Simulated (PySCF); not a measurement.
# C5H10AsB: the cost of one run

Programs: PySCF 2.14.0, with density-fitted response routines of our own. Each step states its level of theory. These are calculated values for one molecule in the gas phase, unless marked as measured. Atoms count from 0, in the outputs and in this text.

### 1 The molecule as given

17 atoms, charge 0, multiplicity 1; geometry from: GFN2-xTB.

Bonds of the start (Å): B0–As1 1.98, As1–C2 2.01, C2–C3 1.52, C2–C4 1.53, C4–C5 1.45, C5–C6 1.20, B0–H7 1.17, B0–H8 1.17, As1–H9 1.51, C2–H10 1.10, C3–H11 1.09, C3–H12 1.09, C3–H13 1.09, C4–H14 1.10, C4–H15 1.10, C6–H16 1.05.

### 2 Excited states and response: PBE0/def2-SVPD

The job: settings as JSON, then the geometry in Å.

```
{"job": {"kind": "uv", "xc": "PBE0", "basis": "def2-SVPD", "nstates": 8, "ntriplets": 3}, "charge": 0, "multiplicity": 1}
B      2.525672     1.402455    -0.031477
As     2.108364    -0.472092    -0.492598
C      0.234938    -0.542345     0.243558
C     -0.424297    -1.884801    -0.052113
C     -0.612881     0.613427    -0.299373
C     -1.890251     0.696738     0.376985
C     -2.922966     0.750339     0.979876
H      2.304861     1.798733     1.051305
H      3.101797     2.113658    -0.761884
H      1.698979    -0.220167    -1.924327
H      0.327335    -0.425624     1.330670
H     -1.438418    -1.912556     0.346331
H     -0.471800    -2.055582    -1.128632
H      0.150356    -2.695567     0.396209
H     -0.081052     1.564042    -0.161674
H     -0.780740     0.471546    -1.373759
H     -3.836894     0.809826     1.490994
```

Level: TDDFT PBE0/def2-SVPD, vertical, gas phase, core orbitals frozen in the response.

Started as:

```console
$ OMP_NUM_THREADS=1 python probes_run.py task.json out
```

One launch serves the whole session: the jobs run in the order shown.

**Question.** How long does this job take on 1 thread of Arm Neoverse N1, shared host, and how much memory does it need?

About 99 s, with a peak of 0.95 GiB.
